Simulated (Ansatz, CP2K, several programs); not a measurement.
Energy against volume for RbZnI3 built on the cubic perovskite prototype, at fixed shape and fractional coordinates, computed by several methods (PBE and r2SCAN, where shown, with plane waves in Ansatz); the cell shown is that of r2SCAN. The symmetry is Pm-3m (No. 221, cubic); conventional cell a = 5.722 Å, 37.46 Å³ an atom. Rb is surrounded by 12 I at 4.05 Å; Zn is surrounded by 6 I at 2.86 Å; I is surrounded by 2 Zn at 2.86 Å and 4 Rb at 4.05 Å. The structure was generated, not taken from experiment, and needn't be the ground state; spin polarisation is off. Energies count from each curve's lowest point; fits are third-order Birch-Murnaghan.

```
CELL_PARAMETERS angstrom
5.72177 0.00000 0.00000
0.00000 5.72177 0.00000
0.00000 0.00000 5.72177
ATOMIC_POSITIONS crystal
Rb 0.00000 0.00000 0.00000
Zn 0.50000 0.50000 0.50000
I 0.50000 0.50000 0.00000
I 0.50000 0.00000 0.50000
I 0.00000 0.50000 0.50000
```

**Question.** PBE, on the shape of its own relaxed cell, gives
```csv
V (Å³/atom),E (meV/atom)
36.288,10.57
37.446,2.59
38.604,0.00
39.762,1.91
40.920,7.57
```
What equilibrium volume and bulk modulus follow?

**Answer.** V₀ = 38.66 Å³ an atom and B₀ = 21 GPa.

PBE/DZVP (CP2K), on the shape of the cell shown:

| V (Å³/atom) | E (meV/atom) |
| --- | --- |
| 32.969 | 87.79 |
| 35.217 | 30.19 |
| 37.465 | 5.27 |
| 39.712 | 0.00 |
| 41.960 | 10.06 |

V₀ = 39.17 Å³ an atom and B₀ = 19 GPa.

light PBE (260 eV, its own mesh), on the shape of the cell shown:
```tsv
V (Å³/atom)	E (meV/atom)
34.467	53.61
35.966	77.30
37.465	43.41
38.963	42.19
40.462	0.00
41.960	38.78
```
The points scatter about a smooth fit, as a low cutoff and a light mesh can make them, so no fit is quoted.

PBE/SZV (CP2K), on the shape of the cell shown:
```
V (Å³/atom)  E (meV/atom)
     32.969        211.76
     35.217        105.94
     37.465         44.37
     39.712         11.18
     41.960          0.00
```
The lowest point is an end point, so the minimum isn't bracketed.

r2SCAN, on the shape of its own relaxed cell:
```csv
V (Å³/atom),E (meV/atom)
35.217,11.77
36.341,2.81
37.465,0.00
38.588,2.32
39.712,8.94
```
V₀ = 37.49 Å³ an atom and B₀ = 24 GPa.
